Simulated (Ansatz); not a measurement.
# B2F4H2O2: a ladder of functionals and wavefunction methods

An exercise on one series of results from a longer session: the logs are not shown, and one member is left open.

Computed with Ansatz 0.2.0, Gaussian basis. Level: functionals in def2-TZVPP, the program's frozen cores in correlated methods.

The runs, in order: LDA (SPW92), PBE-D4, revPBE-D4, BLYP-D4, r2SCAN-D4, B97M-V, PBE0-D4, B3LYP-D4, r2SCANh-D4, r2SCAN0-D4, HSE06-D4, BHLYP-D4, CAM-B3LYP-D4, LC-ωPBE, ωB97X-V, ωB97M-V, B2PLYP, PBE-QIDH; CCSD(T)/def2-SVP; CCSD(T)/def2-TZVPP; MP2/def2-QZVPP; extrapolation to the limit; RPA on PBE.

**The geometry**

An earlier PBE0-D4 in a triple-zeta def2 set relaxation fixed the geometry.

SMILES `F[B-]1(F)[OH+][B-](F)(F)[OH+]1`, 10 atoms, charge 0, spin multiplicity 1.

Atoms are counted from 1 here; the program's logs count them from 0.

Bond lengths: F1–B2 1.333 Å, B2–F3 1.352 Å, B2–O4 1.548 Å, B2–O8 1.548 Å, O4–B5 1.548 Å, O4–H9 0.963 Å, B5–F6 1.352 Å, B5–F7 1.333 Å, B5–O8 1.548 Å, O8–H10 0.963 Å. Angles: F1–B2–F3 116.9°, F1–B2–O4 112.3°, F1–B2–O8 112.3°, F3–B2–O4 111.5°, F3–B2–O8 111.5°, O4–B2–O8 89.0°, B2–O4–B5 90.5°, B2–O4–H9 114.6°, B5–O4–H9 114.6°, O4–B5–F6 111.5°, O4–B5–F7 112.3°, O4–B5–O8 89.0°, F6–B5–F7 116.9°, F6–B5–O8 111.5°, F7–B5–O8 112.3°, B2–O8–B5 90.5°, B2–O8–H10 114.6°, B5–O8–H10 114.6°.

Coordinates:

```
atom    x (Å)    y (Å)    z (Å)
  F1   0.1419  -2.2472  -0.1720
  B2  -0.3281  -1.0469   0.1678
  F3  -1.4755  -1.0188   0.8818
  O4   0.7591  -0.1488   0.8061
  B5   0.5476   0.9151  -0.2981
  F6  -0.1352   1.9842   0.1687
  F7   1.6644   1.1640  -0.9820
  O8  -0.3853  -0.0755  -1.0360
  H9   0.5575   0.1531   1.6985
 H10  -1.2632   0.2697  -1.2319
```

The first run:

Contents of in.yaml:

```yaml
crystal:
  periodic: [false, false, false]
  atoms:
    - {symbol: F, position_ang: [0.141917, -2.247160, -0.171955]}
    - {symbol: B, position_ang: [-0.328130, -1.046925, 0.167844]}
    - {symbol: F, position_ang: [-1.475536, -1.018822, 0.881830]}
    - {symbol: O, position_ang: [0.759150, -0.148849, 0.806136]}
    - {symbol: B, position_ang: [0.547559, 0.915108, -0.298109]}
    - {symbol: F, position_ang: [-0.135205, 1.984249, 0.168662]}
    - {symbol: F, position_ang: [1.664369, 1.163981, -0.982047]}
    - {symbol: O, position_ang: [-0.385326, -0.075527, -1.035989]}
    - {symbol: H, position_ang: [0.557482, 0.153104, 1.698541]}
    - {symbol: H, position_ang: [-1.263182, 0.269740, -1.231914]}
basis:
  gaussian: {orbitals: def2-TZVPP}
hamiltonian: {xc: lda}
output: {orbitals: {seedname: orbitals}}
```

The run is started by

```console
$ ansatz run in.yaml --threads 4 --pin off --events-out ev --progress --plain --max-ram 11315MiB
```

Among the steps run: LDA; PBE-D4 (GGA); revPBE-D4 (GGA); BLYP-D4 (GGA); r2SCAN-D4 (meta-GGA); B97M-V (meta-GGA); PBE0-D4 (hybrid); B3LYP-D4 (hybrid); r2SCANh-D4 (hybrid); r2SCAN0-D4 (hybrid); HSE06-D4 (hybrid); BHLYP-D4 (hybrid); CAM-B3LYP-D4 (range-separated); LC-ωPBE (range-separated); ωB97X-V (range-separated); ωB97M-V (range-separated); B2PLYP (double hybrid); PBE-QIDH (double hybrid).

One table of the session follows, with a row left open; its other results are not shown here.

It belongs to the step «Frontier levels by functional». 

```
  functional  HOMO (eV)  gap (eV)
 LDA (SPW92)      -9.32      8.25
      PBE-D4      -9.08      8.16
   revPBE-D4      -8.99      8.15
     BLYP-D4      -9.02      8.02
   r2SCAN-D4      -9.56      9.35
      B97M-V          ?         ?
     PBE0-D4     -11.05     11.01
    B3LYP-D4     -10.76     10.32
  r2SCANh-D4     -10.29     10.34
  r2SCAN0-D4     -11.38     11.82
    HSE06-D4     -10.63     10.23
    BHLYP-D4     -12.98     13.52
CAM-B3LYP-D4     -12.62     13.30
     LC-ωPBE     -13.94     16.02
     ωB97X-V     -13.60     15.46
     ωB97M-V     -13.54     14.89
```

Q: Estimate the row for B97M-V from the others.

**Answer.** HOMO (eV): -9.70; gap (eV): 9.05. In the column «HOMO (eV)» it lies between r2SCANh-D4 (-10.29) and r2SCAN-D4 (-9.56).
